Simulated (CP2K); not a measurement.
The system is CuF.

```
CELL_PARAMETERS angstrom
2.47101 0.00000 0.00000
0.00000 2.47101 0.00000
0.00000 0.00000 3.41650
ATOMIC_POSITIONS crystal
Cu 0.00000 0.00000 0.00000
F 0.50000 0.50000 0.50000
```

The cell was built by a generator and needn't be a form met in nature.

```yaml
Program: CP2K 2026.2
Task: relaxation of cell and atoms
Functional: PBE
Dispersion: D3(BJ)
Potentials_or_basis: POTENTIAL_UZH Cu GTH-PBE-q11, F GTH-PBE-q7; DZVP-MOLOPT-PBE-GTH basis
Density_cutoff: 10204 eV
k_mesh: 8 × 8 × 6
Occupations: fermi-dirac, width 0.05 eV
Spin: no spin polarisation
```

At the start: pressure 1.6 GPa; volume 10.43 Å³/atom.

Question: How do energy, volume and symmetry change on relaxing?

Answer: Over 15 steps the energy falls by 90.9 meV/atom and the volume is 10.63 Å³/atom (+1.9 %); space group Pm-3m (No. 221, to 0.05 Å).

Step by step:
```tsv
step	energy change (eV)	largest force (eV/Å)	volume (Å³)
1	0.0000	0.0000	20.86
2	-0.0067	0.0000	20.91
3	-0.1062	0.0000	22.07
4	-0.1206	0.0000	22.42
5	-0.1282	0.0000	22.65
6	-0.1351	0.0000	22.75
7	-0.1480	0.0000	22.71
8	-0.1740	0.0000	22.31
9	-0.1743	0.0000	21.63
10	-0.1822	0.0000	21.78
11	-0.1848	0.0000	21.56
12	-0.1817	0.0000	21.27
13	-0.1818	0.0000	21.26
14	-0.1818	0.0000	21.27
15	-0.1818	0.0000	21.27
```

Final structure:
```
CELL_PARAMETERS angstrom
2.77224 0.00000 0.00000
0.00000 2.77224 0.00000
0.00000 0.00000 2.76704
ATOMIC_POSITIONS crystal
Cu 0.00000 0.00000 0.00000
F 0.50000 0.50000 0.50000
```

Caveat: the basis of atomic orbitals isn't converged, which shifts pressures, moduli and gaps; the run has no spin polarisation, though such a crystal can be magnetic; pairwise dispersion overbinds metals, which lowers pressure and volume.
